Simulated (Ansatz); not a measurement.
**C₂H₈AlGa: basis-set convergence**

An exercise on one series of results from a longer session: the logs are not shown, and one member is left open.

Method: one geometry, several basis sets; program: Ansatz 0.2.0, Gaussian basis.

The runs, in order: PBE0-D4/def2-SVP; ωB97M-V/def2-SVP; PBE0-D4/def2-QZVPP; the functionals' def2-TZVPP values are taken from earlier runs.

2 further runs of the same task are left out: 2 that didn't finish.

### Structure used throughout

All runs share one geometry, relaxed beforehand with PBE0-D4 in a triple-zeta def2 set.

12 atoms, charge 0, spin multiplicity 1.

Atoms are counted from 1 here; the program's logs count them from 0.

Bond lengths: Al1–C2 1.962 Å, Al1–H5 1.593 Å, Al1–H6 1.592 Å, C2–C3 1.534 Å, C2–H7 1.099 Å, C2–H8 1.099 Å, C3–Ga4 1.979 Å, C3–H9 1.098 Å, C3–H10 1.097 Å, Ga4–H11 1.577 Å, Ga4–H12 1.577 Å. Angles: C2–Al1–H5 120.5°, C2–Al1–H6 120.2°, H5–Al1–H6 119.3°, Al1–C2–C3 116.1°, Al1–C2–H7 107.6°, Al1–C2–H8 107.5°, C3–C2–H7 110.8°, C3–C2–H8 110.8°, H7–C2–H8 103.2°, C2–C3–Ga4 116.3°, C2–C3–H9 111.2°, C2–C3–H10 111.2°, Ga4–C3–H9 106.7°, Ga4–C3–H10 106.9°, H9–C3–H10 103.6°, C3–Ga4–H11 119.9°, C3–Ga4–H12 121.0°, H11–Ga4–H12 119.1°.

The first run:

Input file in.yaml:

```yaml
crystal:
  periodic: [false, false, false]
  atoms:
    - {symbol: Al, position_ang: [-1.694503, 1.491300, 0.834963]}
    - {symbol: C, position_ang: [-0.687156, 0.220780, -0.270622]}
    - {symbol: C, position_ang: [0.684395, -0.204908, 0.268579]}
    - {symbol: Ga, position_ang: [1.697145, -1.501432, -0.831917]}
    - {symbol: H, position_ang: [-3.122713, 2.017160, 0.365485]}
    - {symbol: H, position_ang: [-1.089307, 2.006717, 2.214462]}
    - {symbol: H, position_ang: [-0.593690, 0.656717, -1.275042]}
    - {symbol: H, position_ang: [-1.330383, -0.654865, -0.436449]}
    - {symbol: H, position_ang: [0.598052, -0.642659, 1.271356]}
    - {symbol: H, position_ang: [1.338220, 0.663044, 0.420811]}
    - {symbol: H, position_ang: [1.066350, -2.064461, -2.163295]}
    - {symbol: H, position_ang: [3.133591, -1.987403, -0.398322]}
basis:
  gaussian: {orbitals: def2-SVP}
hamiltonian: {xc: pbe0, dispersion: d4}
output: {orbitals: {seedname: orbitals}}
```

Steps of the session up to this table: PBE0-D4 in def2-SVP; ωB97M-V in def2-SVP; PBE0-D4 in def2-QZVPP.

One of the session's tables, all rows but one given; the rest of the session is left out.

It belongs to the step «Density functionals: the series». 

```
functional       basis  HOMO (eV)  LUMO (eV)
   PBE0-D4    def2-SVP      -6.72      -1.49
   PBE0-D4  def2-TZVPP      -6.73      -1.52
   PBE0-D4  def2-QZVPP          ?          ?
   ωB97M-V    def2-SVP      -8.82       0.20
   ωB97M-V  def2-TZVPP      -8.86       0.10
```

Q: Estimate the row for PBE0-D4, def2-QZVPP from the others.

**Answer.** HOMO (eV): -6.73; LUMO (eV): -1.55.
